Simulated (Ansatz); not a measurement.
# GeH2 (triplet): PBE, r2SCAN, PBE0, B3LYP over vertical spin and charge gaps and displaced geometries, cc-pVDZ, part 3 of 3

Ansatz 0.2.0, Gaussian basis; cc-pVDZ, all electrons in the functionals. Earlier steps stand in the parts before.

**26. B3LYP, charge 1, doublet**

File in.yaml:

```yaml
crystal:
  periodic: [false, false, false]
  atoms:
    - {symbol: Ge, position_ang: [0.000000, -0.020787, 0.000000]}
    - {symbol: H, position_ang: [0.000000, 0.749032, -1.334401]}
    - {symbol: H, position_ang: [0.000000, 0.749032, 1.334401]}
basis:
  gaussian: {orbitals: cc-pVDZ}
total_charge: 1
magnetization: {spin_polarized: true, initial_magnetization: 1}
hamiltonian: {xc: {name: B3LYP}}
```

Run with:

```console
$ ansatz run in.yaml --threads 1 --pin off --events-out ev --progress --plain --max-ram 2393MiB
```

What it wrote, shortened:

```text
Functional definition: B3LYP
  name "B3LYP"
  cite "Stephens, Devlin, Chabalowski & Frisch, J. Phys. Chem. 98, 11623 (1994) doi:10.1021/j100096a001"
  cite "Becke, Phys. Rev. A 38, 3098 (1988) doi:10.1103/PhysRevA.38.3098"
  cite "Lee, Yang & Parr, Phys. Rev. B 37, 785 (1988) doi:10.1103/PhysRevB.37.785"
  cite "Vosko, Wilk & Nusair, Can. J. Phys. 58, 1200 (1980) doi:10.1139/p80-159"
[...]
413 factors; integrals over basis functions are off by at most 1.2e-3 eV
[...]
mean field -56540.63093000 eV, -2077.8298620614 hartree, gradient 9.5e-6 eV, S^2 0.752092; 0 other end points of the search recorded, 0 dependent functions left out
reference -56540.63110595 eV, -2077.8298685274 hartree; 17, 16 occupied and 20, 21 virtual orbitals, 413 factors
Total energy: -56540.63110595 eV, -2077.8298685274 hartree
```

Run time: 0.81 s. Hardware: 1 thread of Intel Xeon Platinum 8375C at 2.90GHz, shared host.

From the report: ⟨S²⟩ of the determinant 0.752 (pure doublet: 0.75).

From charge 0, triplet: +7.940 eV.

**27. B3LYP, charge 1, quartet**

Changes to in.yaml since step 26:

```diff
@@ -9,3 +9,3 @@
 total_charge: 1
-magnetization: {spin_polarized: true, initial_magnetization: 1}
+magnetization: {spin_polarized: true, initial_magnetization: 3}
 hamiltonian: {xc: {name: B3LYP}}
```

The command is unchanged.

What it wrote, shortened:

```text
Functional definition: B3LYP
  name "B3LYP"
  cite "Stephens, Devlin, Chabalowski & Frisch, J. Phys. Chem. 98, 11623 (1994) doi:10.1021/j100096a001"
  cite "Becke, Phys. Rev. A 38, 3098 (1988) doi:10.1103/PhysRevA.38.3098"
  cite "Lee, Yang & Parr, Phys. Rev. B 37, 785 (1988) doi:10.1103/PhysRevB.37.785"
  cite "Vosko, Wilk & Nusair, Can. J. Phys. 58, 1200 (1980) doi:10.1139/p80-159"
[...]
413 factors; integrals over basis functions are off by at most 1.2e-3 eV
[...]
mean field -56536.10086280 eV, -2077.6633851622 hartree, gradient 1.8e-6 eV, S^2 3.756601; 0 other end points of the search recorded, 0 dependent functions left out
reference -56536.10104131 eV, -2077.6633917223 hartree; 18, 15 occupied and 19, 22 virtual orbitals, 413 factors
Total energy: -56536.10104131 eV, -2077.6633917223 hartree
```

Run time: 0.78 s. Hardware: 1 thread of Intel Xeon Platinum 8375C at 2.90GHz, shared host.

From the report: ⟨S²⟩ of the determinant 3.757 (pure quartet: 3.75).

From charge 0, triplet: +12.470 eV.

**28. B3LYP, displaced geometry v1**

File in.yaml:

```yaml
crystal:
  periodic: [false, false, false]
  atoms:
    - {symbol: Ge, position_ang: [-0.000625, -0.021152, 0.000876]}
    - {symbol: H, position_ang: [-0.001458, 0.732525, -1.344678]}
    - {symbol: H, position_ang: [0.046506, 0.791835, 1.281511]}
basis:
  gaussian: {orbitals: cc-pVDZ}
magnetization: {spin_polarized: true, initial_magnetization: 2}
hamiltonian: {xc: {name: B3LYP}}
```

Same command.

What it wrote, shortened:

```text
Functional definition: B3LYP
  name "B3LYP"
  cite "Stephens, Devlin, Chabalowski & Frisch, J. Phys. Chem. 98, 11623 (1994) doi:10.1021/j100096a001"
  cite "Becke, Phys. Rev. A 38, 3098 (1988) doi:10.1103/PhysRevA.38.3098"
  cite "Lee, Yang & Parr, Phys. Rev. B 37, 785 (1988) doi:10.1103/PhysRevB.37.785"
  cite "Vosko, Wilk & Nusair, Can. J. Phys. 58, 1200 (1980) doi:10.1139/p80-159"
[...]
413 factors; integrals over basis functions are off by at most 1.2e-3 eV
[...]
mean field -56548.56079462 eV, -2078.1212792110 hartree, gradient 7.3e-5 eV, S^2 2.001289; 0 other end points of the search recorded, 0 dependent functions left out
reference -56548.56098156 eV, -2078.1212860810 hartree; 18, 16 occupied and 19, 21 virtual orbitals, 413 factors
Total energy: -56548.56098156 eV, -2078.1212860810 hartree
```

Wall time 0.81 s (1 thread of Intel Xeon Platinum 8375C at 2.90GHz, shared host).

From the report: ⟨S²⟩ of the determinant 2.001 (pure triplet: 2.00).

From charge 0, triplet: +0.010 eV.

**29. B3LYP, displaced geometry v2**

File in.yaml:

```yaml
crystal:
  periodic: [false, false, false]
  atoms:
    - {symbol: Ge, position_ang: [0.003418, -0.020575, -0.000203]}
    - {symbol: H, position_ang: [-0.161457, 0.757618, -1.323010]}
    - {symbol: H, position_ang: [-0.084836, 0.725194, 1.337612]}
basis:
  gaussian: {orbitals: cc-pVDZ}
magnetization: {spin_polarized: true, initial_magnetization: 2}
hamiltonian: {xc: {name: B3LYP}}
```

The command is unchanged.

What it wrote, shortened:

```text
Functional definition: B3LYP
  name "B3LYP"
  cite "Stephens, Devlin, Chabalowski & Frisch, J. Phys. Chem. 98, 11623 (1994) doi:10.1021/j100096a001"
  cite "Becke, Phys. Rev. A 38, 3098 (1988) doi:10.1103/PhysRevA.38.3098"
  cite "Lee, Yang & Parr, Phys. Rev. B 37, 785 (1988) doi:10.1103/PhysRevB.37.785"
  cite "Vosko, Wilk & Nusair, Can. J. Phys. 58, 1200 (1980) doi:10.1139/p80-159"
[...]
413 factors; integrals over basis functions are off by at most 1.2e-3 eV
[...]
mean field -56548.56958747 eV, -2078.1216023422 hartree, gradient 7.9e-5 eV, S^2 2.001294; 0 other end points of the search recorded, 0 dependent functions left out
reference -56548.56977448 eV, -2078.1216092150 hartree; 18, 16 occupied and 19, 21 virtual orbitals, 413 factors
Total energy: -56548.56977448 eV, -2078.1216092150 hartree
```

Wall time 0.81 s (1 thread of Intel Xeon Platinum 8375C at 2.90GHz, shared host).

From the report: ⟨S²⟩ of the determinant 2.001 (pure triplet: 2.00).

From charge 0, triplet: +0.001 eV.

**30. Against the wave-function levels**

The yardstick is full CI for this spin, exact in this basis with these frozen cores. It and the other wave-function rows come from earlier runs at the same points. Energies in eV, counted from charge 0, triplet; blanks weren't run or aren't comparable.

| level | triplet to singlet | triplet to quintet | ionisation to the doublet cation | ionisation to the quartet cation | displacement v1 | displacement v2 |
| --- | --- | --- | --- | --- | --- | --- |
| FCI | -0.434 | 7.703 | 7.829 | 12.261 | 0.008 | 0.001 |
| PBE | -0.454 | 7.447 | 7.960 | 12.301 | 0.013 | 0.002 |
| r2SCAN | -0.309 | 7.533 | 8.161 | 12.376 | 0.006 | 0.000 |
| PBE0 | -0.405 | 7.560 | 8.014 | 12.394 | 0.008 | 0.001 |
| B3LYP | -0.592 | 7.694 | 7.940 | 12.470 | 0.010 | 0.001 |
| RHF | 0.058 | 7.440 | 7.520 | 11.853 | 0.000 | 0.000 |
| UHF | -0.124 | 7.391 | 7.522 | 11.645 | 0.001 | 0.000 |
| RMP2 | -0.268 | 7.651 | 7.798 | 12.161 | 0.004 | 0.000 |
| UMP2 | -0.221 | 7.664 | 7.801 | 12.212 | 0.004 | 0.000 |
| RCCSD | -0.423 | 7.713 | 7.816 | 12.256 | 0.007 | 0.001 |
| RCCSD(T) | -0.431 | 7.706 | 7.827 | 12.260 | 0.007 | 0.001 |
| UCCSD(T) | -0.403 | 7.699 | 7.833 | 12.252 | 0.007 | 0.001 |
| RCCSDT(Q) | -0.433 | 7.703 | 7.828 | 12.260 | 0.008 | 0.001 |
| UCCSDT(Q) | -0.418 | 7.695 | 7.834 | 12.253 | 0.008 | 0.001 |
| CASSCF valence | -0.409 | 7.785 | 7.347 | 11.699 | 0.011 | 0.001 |
| NEVPT2 valence | -0.393 | 7.638 | 7.690 | 12.060 | 0.010 | 0.001 |
| MRCISD+Q valence | -0.428 | 7.694 | 7.828 | 12.259 | 0.007 | 0.001 |

Largest miss and mean time a point (FCI took 3 s a point; shared hosts):

| level | largest miss (eV) | where | time a point |
| --- | --- | --- | --- |
| PBE | -0.256 | triplet to quintet | 0.78 s |
| r2SCAN | +0.333 | ionisation to the doublet cation | 1.7 s |
| PBE0 | +0.185 | ionisation to the doublet cation | 1.1 s |
| B3LYP | +0.209 | ionisation to the quartet cation | 0.92 s |
| RHF | +0.492 | triplet to singlet |  |
| UHF | -0.616 | ionisation to the quartet cation |  |
| RMP2 | +0.166 | triplet to singlet |  |
| UMP2 | +0.212 | triplet to singlet |  |
| RCCSD | -0.013 | ionisation to the doublet cation |  |
| RCCSD(T) | +0.003 | triplet to singlet | 0.95 s |
| UCCSD(T) | +0.031 | triplet to singlet | 1.1 s |
| RCCSDT(Q) | +0.001 | triplet to singlet | 2.3 s |
| UCCSDT(Q) | +0.016 | triplet to singlet | 2.6 s |
| CASSCF valence | -0.562 | ionisation to the quartet cation |  |
| NEVPT2 valence | -0.201 | ionisation to the quartet cation | 0.96 s |
| MRCISD+Q valence | -0.009 | triplet to quintet | 1.3 s |

**31. What came out**

This closing draws on all 3 parts.

| quantity | value |
| --- | --- |
| triplet to singlet, FCI | -0.434 eV |
| triplet to quintet, FCI | 7.703 eV |
| ionisation to the doublet cation, FCI | 7.829 eV |
| ionisation to the quartet cation, FCI | 12.261 eV |
| displacement v1, FCI | 0.008 eV |
| displacement v2, FCI | 0.001 eV |
| largest miss, PBE | -0.256 eV (triplet to quintet) |
| largest miss, r2SCAN | +0.333 eV (ionisation to the doublet cation) |
| largest miss, PBE0 | +0.185 eV (ionisation to the doublet cation) |
| largest miss, B3LYP | +0.209 eV (ionisation to the quartet cation) |
| largest miss, RCCSD(T) | +0.003 eV (triplet to singlet) |
| largest miss, UCCSD(T) | +0.031 eV (triplet to singlet) |

Of the functionals, PBE0 keep the smallest largest miss at the points compared (at most 0.185 eV) and r2SCAN strays most (0.333 eV, at ionisation to the doublet cation). r2SCAN, PBE0 clearly break the spin symmetry at some points (⟨S²⟩ up to 0.48 above the pure value), so energy there is bought with a mixed spin. Functionals and the yardstick converge differently with the basis, so part of each miss in cc-pVDZ is the basis.
